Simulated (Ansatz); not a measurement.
# ZnS: the cost of one run

All numbers are computed with Ansatz 0.2.0, driven from Python. Level of theory: DFT PBE, plane waves, PAW.

The COD entry's cell or inner coordinates are ideal or old and differ from later refinements, so a difference from it is no clean test against experiment.

### Step 1. Starting point

It takes space group F-43m (No. 216, cubic). The conventional cell has a = 5.404 Å, b = 5.404 Å, c = 5.404 Å, α = 90.00°, β = 90.00°, γ = 90.00°. Zn (site symmetry -43m) has 4 S at 2.34 Å as nearest neighbours. S (site symmetry -43m) is surrounded by 4 Zn at 2.34 Å.

The script holds or builds the structure itself.

### Step 2. The script

ecut_zns.py reads:

```python
'''Convergence of ZnS with the plane-wave cutoff.'''

import ansatz as az
from tabulate import tabulate


def main() -> None:
    cell = (
        az.Lattice.from_parameters(3.821205, 3.821205, 3.821205, alpha=60.0, beta=60.0, gamma=60.0)
        .atom('Zn', (0.25, 0.25, 0.25))
        .atom('S', (0.0, 0.0, 0.0))
    )

    base = (
        cell.calculation()
        .functional('pbe')
        .kpoints(6, 6, 6)
        .occupations('Fixed')
    )

    rows = []
    for value in [250, 350, 450, 550, 650]:
        rep = base.basis(value).run(threads=1, pin='off').report
        rows.append((value, rep['free_energy_ev'] / len(rep['lattice']['sites']), rep['n_iterations'], rep['n_pw']))

    print(tabulate(rows, headers=['cutoff (eV)', 'F/atom (eV)', 'iterations', 'plane waves'], floatfmt='.4f', tablefmt='simple'))

    # the last row is the reference
    for row in rows[:-1]:
        shift = 1000 * (row[1] - rows[-1][1])
        print(f'{row[0]}: {shift:+.2f} meV/atom' + ('  (within 2 meV)' if abs(shift) < 2 else ''))


if __name__ == '__main__':
    main()
```

### Step 3. The calls as engine input

The package turns the script's settings into the engine's input (first run):

```yaml
crystal:
  lattice:
    a: 3.821205
    b: 3.821205
    c: 3.821205
    alpha: 60.0
    beta: 60.0
    gamma: 60.0
  atoms:
    - { symbol: Zn, position: [0.25, 0.25, 0.25] }
    - { symbol: S, position: [0.0, 0.0, 0.0] }
basis:
  ecutwfc: 250.0
kpoints:
  mp_grid:
    grid: [6, 6, 6]
hamiltonian:
  xc: pbe
scf:
  occupations:
    method: fixed
```

### Step 4. Running it

On the command line:

```console
$ python ecut_zns.py
```

**Question.** How long does this script take on 1 thread of Arm Neoverse V1, shared host, and how much memory does it need?

About 4.7 s, with a peak of 0.36 GiB.
